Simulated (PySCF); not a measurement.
# C4H8F2SSi: the cost of one run

The runs use PySCF 2.14.0, with density-fitted response routines of our own; the level of theory stands in each step. All values are computed, except where a source is named. Atoms are numbered from 0 throughout.

## 1. The starting structure

16 atoms, charge 0, multiplicity 1; geometry from: GFN2-xTB.

Bonds of the start (Å): C0–Si1 1.89, Si1–F2 1.62, Si1–C3 1.90, C3–C4 1.52, C4–F5 1.38, C4–C6 1.52, C6–S7 1.82, S7–Si1 2.15, C0–H8 1.09, C0–H9 1.09, C0–H10 1.09, C3–H11 1.09, C3–H12 1.09, C4–H13 1.10, C6–H14 1.09, C6–H15 1.09.

## 2. Ultraviolet spectrum: CAM-B3LYP/def2-SVPD

The job: settings as JSON, then the geometry in Å.

```
{"job": {"kind": "uv", "xc": "CAM-B3LYP", "basis": "def2-SVPD", "nstates": 8, "ntriplets": 3}, "charge": 0, "multiplicity": 1}
C      2.515505     0.652181    -0.009622
Si     0.978599    -0.377388    -0.380000
F      1.468241    -1.868181    -0.787602
C     -0.341593    -0.540758     0.972336
C     -1.684943    -0.525427     0.257255
F     -2.706846    -0.301184     1.159989
C     -1.719961     0.577001    -0.792601
S     -0.306161     0.383275    -1.928317
H      2.272854     1.668538     0.283052
H      3.148542     0.702862    -0.889963
H      3.094703     0.198732     0.788108
H     -0.233981    -1.450623     1.559246
H     -0.313119     0.300242     1.665551
H     -1.895782    -1.497005    -0.205950
H     -1.654747     1.554539    -0.313670
H     -2.628909     0.532141    -1.389222
```

With the program's defaults for keys left out, this is: TDDFT CAM-B3LYP/def2-SVPD, vertical, gas phase, core orbitals frozen in the response.

Run with:

```
> OMP_NUM_THREADS=1 python probes_run.py task.json out
```

The driver reads the jobs from task.json and runs them one after another.

**Question.** How long does this job take on 1 thread of Arm Neoverse N1, shared host, and how much memory does it need?

About 1.9 min, with a peak of 1.1 GiB.
